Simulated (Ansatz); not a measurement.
Predict the output of the script below (the Python package of Ansatz (0.2.0)).

Input file `mgcds2.extxyz`:
```text
4
Lattice="3.807676 0.0 0.0 0.0 3.807676 0.0 0.0 0.0 5.385704" Properties=species:S:1:pos:R:3 pbc="T T T"
Mg    1.90383800    1.90383800    2.69285200
Cd    0.00000000    0.00000000    0.00000000
S     0.00000000    0.00000000    2.69285200
S     1.90383800    1.90383800    0.00000000
```

`restart_mgcds2.py`:
```python
"""Start a denser mesh for MgCdS2 from a saved density."""

import warnings

import ansatz as az

warnings.simplefilter("ignore", az.DeckWarning)

structure = az.Crystal.from_extxyz("mgcds2.extxyz")

setup = (
    structure.calculation()
    .functional("r2SCAN")
    .basis(37 * az.Ry)
    .occupations("fixed")
)
coarse = setup.kpoints(*(3, 3, 2)).checkpoint(write="ground.run").run(threads=1, pin="off").report
warm = setup.kpoints(*(6, 6, 4)).checkpoint(read="ground.run").run(threads=1, pin="off").report
cold = setup.kpoints(*(6, 6, 4)).run(threads=1, pin="off").report
for label, r in (("coarse", coarse), ("fine, from the saved density", warm), ("fine, fresh start", cold)):
    print(f"{label:30s} F = {r['free_energy_ev']:.5f} eV  iterations {r['n_iterations']}")
```

```console
$ python restart_mgcds2.py
coarse                         F = -12010.77234 eV  iterations 7
fine, from the saved density   F = -12010.90820 eV  iterations 6
fine, fresh start              F = -12010.90820 eV  iterations 7
```

The settings weren't tested for convergence. The structure comes from a database of computed cells and needn't be a stable or known phase. It ran for 16 s on 1 thread of Arm Neoverse V1, on a shared host, peak memory 0.53 GiB.
